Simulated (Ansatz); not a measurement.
# GaF under changes of volume

One of the cells (23.058 Å³/atom); the others are scaled copies at fixed shape and fractional positions:

```
Ga F
1.0
     0.00000    2.84624    2.84624
     2.84624    0.00000    2.84624
     2.84624    2.84624    0.00000
Ga F
1 1
Direct
  0.25000 0.25000 0.25000
  0.00000 0.00000 0.00000
```

The cell was built by a generator and needn't be a form met in nature.

```yaml
Program: Ansatz 0.2.0
Functional: PBE
Potentials_or_basis: PseudoDojo standard (PBE files)
Cutoff: 1143 eV
Density_cutoff: 4572 eV
k_mesh: 8 × 8 × 8
Occupations: fermi-dirac, width 0.05 eV
Spin: no spin polarisation
```

```tsv
volume (Å³/atom)	energy over the lowest point (meV/atom)	pressure (GPa)	gap on the mesh (eV)
21.674	7.27	1.8	2.03
22.135	3.05	1.1	2.12
22.596	0.69	0.5	2.20
23.058	0.00	0.0	2.28
23.519	?	?	?
23.980	2.97	-1.0	2.43
24.441	6.34	-1.4	2.50
```

**Question.** What does the run at 23.519 Å³/atom give?

**Answer.** Energy over the lowest point 0.81 meV/atom; pressure -0.5 GPa; gap on the mesh 2.36 eV.

Worked out: A Birch-Murnaghan fit of order 3 (a polynomial in V^(-2/3)) to the other rows has its minimum at 23.03 Å³/atom with B0 = V·E''(V) = 26 GPa and B' = 4.4. It gives 0.81 meV/atom at 23.519 Å³/atom, against the run's 0.81, and -dE/dV = -0.5 GPa, against -0.5. A straight line through the other rows of the gap, of slope 3.9 eV per unit of ln V, gives 2.35 eV, against the run's 2.36.

Energies are extrapolated to zero smearing.

A mesh can miss the band edges. Spin-orbit coupling on Ga is left out.
